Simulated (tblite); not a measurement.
# C5H9ClFO: the cost of one run

Computed with tblite 0.8.0 and PySCF 2.14.0, with density-fitted response routines of our own, on a single molecule in the gas phase. Atoms count from 0, in the outputs and in this text.

## (1) The molecule as given

17 atoms, charge 0, multiplicity 2; geometry from: force field or distance geometry start.

Bonds of the start (Å): C0–C1 1.51, C1–C2 1.49, C2–C3 1.54, C3–Cl4 1.76, C2–O5 1.41, O5–C6 1.39, C6–F7 1.38, C0–H8 1.11, C0–H9 1.09, C1–H10 1.10, C1–H11 1.12, C2–H12 1.11, C3–H13 1.10, C3–H14 1.13, C6–H15 1.11, C6–H16 1.11.

## (2) Relaxing the molecule with GFN2-xTB

The job: settings as JSON, then the geometry in Å.

```
{"job": {"kind": "relax", "xc": "GFN2-xTB", "basis": "xTB"}, "charge": 0, "multiplicity": 2}
C      1.218500    -1.689900    -0.533400
C      1.263300    -0.210000    -0.216000
C     -0.053900     0.370500     0.185300
C      0.177900     1.862300     0.466700
Cl     0.821500     2.725400    -0.922900
O     -0.621800    -0.255300     1.309200
C     -1.885200    -0.685600     0.932200
F     -2.532100    -1.323400     1.973100
H      0.685100    -2.201100     0.294200
H      2.255600    -2.019900    -0.638300
H      1.642800     0.355000    -1.080500
H      1.936600    -0.098100     0.670800
H     -0.821400     0.317900    -0.620100
H     -0.772300     2.267700     0.850500
H      0.978900     1.914200     1.256400
H     -1.763300    -1.450800     0.137800
H     -2.537300     0.133200     0.574500
```

The run is started by

```console
$ OMP_NUM_THREADS=1 python probes_run.py task.json out
```

One launch serves the whole session: the jobs run in the order shown.

**Question.** How long does this first job take on 1 thread of Arm Neoverse V1, shared host?

About 2 s.
